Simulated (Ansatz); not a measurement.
# Te2Mo: the cost of one run

Computed with Ansatz 0.2.0 (DFT LDA, scalar-relativistic, plane waves, PAW, unless a step's input says otherwise).

5 further runs of the same task are left out: 3 that didn't finish, 2 set aside as unsound or not needed.

## 1. The structure to begin with

The structure is hexagonal, space group P6_3/mmc (No. 194). The conventional cell has a = 3.473 Å, b = 3.473 Å, c = 13.769 Å, α = 90.00°, β = 90.00°, γ = 120.00°. Te (site symmetry 3m) has 3 Mo at 2.69 Å as nearest neighbours. Mo (site symmetry -6m2) has 6 Te at 2.69 Å as nearest neighbours.

Structure file:

```cif
data_structure
_symmetry_space_group_name_H-M 'P 1'
_symmetry_Int_Tables_number 1
_cell_length_a 3.4729
_cell_length_b 3.4729
_cell_length_c 13.7687
_cell_angle_alpha 90.000
_cell_angle_beta 90.000
_cell_angle_gamma 120.000
_cell_volume 143.82
loop_
_atom_site_label
_atom_site_type_symbol
_atom_site_fract_x
_atom_site_fract_y
_atom_site_fract_z
_atom_site_occupancy
Te1 Te 0.33333 0.66667 0.61954 1
Te2 Te 0.66667 0.33333 0.11954 1
Te3 Te 0.66667 0.33333 0.38046 1
Te4 Te 0.33333 0.66667 0.88046 1
Mo1 Mo 0.33333 0.66667 0.25000 1
Mo2 Mo 0.66667 0.33333 0.75000 1
```

It goes back to an entry of the Materials Project.

This cell was relaxed beforehand with the same method: volume 23.97 Å³/atom, gap on the mesh 0.70 eV.

## 2. Band edges and mean potential of the bulk

File input.yaml:

```yaml
crystal:
  lattice:
    - [3.4728896294, 0.0, 0.0]
    - [-1.7364448147, 3.0076106436, 0.0]
    - [0.0, 0.0, 13.7686843818]
  atoms:
    - { symbol: Te, position: [0.3333333333, 0.6666666667, 0.6195394966] }
    - { symbol: Te, position: [0.6666666667, 0.3333333333, 0.1195394966] }
    - { symbol: Te, position: [0.6666666667, 0.3333333333, 0.3804605034] }
    - { symbol: Te, position: [0.3333333333, 0.6666666667, 0.8804605034] }
    - { symbol: Mo, position: [0.3333333333, 0.6666666667, 0.25] }
    - { symbol: Mo, position: [0.6666666667, 0.3333333333, 0.75] }
basis:
  ecutwfc: 420
kpoints:
  mp_grid: { grid: [12, 12, 2] }
  band_path: { path: [VBM, CBM], npoints: 2 }
hamiltonian:
  xc: lda
scf:
  occupations: { method: gaussian, width: 0.02 }
output:
  forces: true
  stress: true
  eigenvalues: true
  write_density: true
  write_potential: true
  elf: true
  volumetric_format: npy
```

Run with:

```bash
> ansatz run input.yaml --threads 8 --pin off --max-ram 20480MiB --backend cpu --events-out ev --progress --plain --runs-dir out
```

Q: Estimate wall time and peak memory on 8 threads of Arm Neoverse V1, shared host.

About 8.8 s, with a peak of 0.75 GiB.
